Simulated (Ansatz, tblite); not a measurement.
**[InH4]-: removing an electron**

One table from this session's results is given with a row withheld; the runs are named, their logs left out.

Method: as each input shows; program: Ansatz 0.2.0, Gaussian basis.

The runs, in order: charge 0 doublet, at the geometry of the singlet (PBE0-D4/def2-TZVPD, PBE-D4/def2-TZVPD, r2SCAN-D4/def2-TZVPD, CCSD(T)/def2-TZVPPD); the starting singlet's energies come from earlier runs.

1 further run of the same task is left out (set aside as unsound or not needed). Runs told in other sessions of the task aren't counted.

### The structure

The geometry is that of the singlet, from an earlier relaxation (PBE-D4/def2-TZVPD).

5 atoms, charge -1, spin multiplicity 1.

Atoms are counted from 1 here; the program's logs count them from 0.

Bond lengths: In1–H2 1.794 Å, In1–H3 1.794 Å, In1–H4 1.794 Å, In1–H5 1.794 Å. Angles: H2–In1–H3 109.3°, H2–In1–H4 109.5°, H2–In1–H5 109.5°, H3–In1–H4 109.5°, H3–In1–H5 109.5°, H4–In1–H5 109.3°.

As a file:

```
In    0.0000    0.0000    0.0000
H     0.0261   -0.0351    1.7938
H     1.6842   -0.0074   -0.6188
H    -0.8383    1.4847   -0.5592
H    -0.8721   -1.4422   -0.6159
```

In takes a core potential in the def2 sets. No spin-orbit coupling is included. The ion is computed in the gas phase, without counter-ions or solvent.

Set-up of the first run:

File in.yaml:

```yaml
crystal:
  periodic: [false, false, false]
  atoms:
    - {symbol: In, position_ang: [0.000000, 0.000000, -0.000002]}
    - {symbol: H, position_ang: [0.026145, -0.035055, 1.793808]}
    - {symbol: H, position_ang: [1.684247, -0.007430, -0.618810]}
    - {symbol: H, position_ang: [-0.838320, 1.484666, -0.559154]}
    - {symbol: H, position_ang: [-0.872072, -1.442180, -0.615852]}
basis:
  gaussian: {orbitals: def2-TZVPD}
magnetization: {spin_polarized: true, initial_magnetization: 1}
hamiltonian: {xc: pbe0, dispersion: d4}
output: {orbitals: {seedname: orbitals}}
```

Run with:

```bash
$ ansatz run in.yaml --threads 4 --pin off --events-out ev --progress --plain --max-ram 3916MiB
```

Steps of the session up to this table: Charge 0 doublet at the fixed geometry, PBE0-D4/def2-TZVPD; Charge 0 doublet at the fixed geometry, PBE-D4/def2-TZVPD; Charge 0 doublet at the fixed geometry, r2SCAN-D4/def2-TZVPD; Charge 0 doublet at the fixed geometry, CCSD(T)/def2-TZVPPD.

One table of the session follows, with a row left open; its other results are not shown here.

It belongs to the step «Vertical ionisation energy». 

| method | vertical ionisation energy (eV) |
| --- | --- |
| HF/def2-TZVPPD | 3.79 |
| PBE-D4/def2-TZVPD | 4.05 |
| r2SCAN-D4/def2-TZVPD | ? |
| PBE0-D4/def2-TZVPD | 4.34 |
| MP2/def2-TZVPPD | 4.52 |
| CCSD/def2-TZVPPD | 4.55 |
| CCSD(T)/def2-TZVPPD | 4.54 |

Estimate the missing values for r2SCAN-D4/def2-TZVPD.

As computed: vertical ionisation energy (eV): 4.17. In the column «vertical ionisation energy (eV)» it lies between PBE-D4/def2-TZVPD (4.05) and PBE0-D4/def2-TZVPD (4.34).
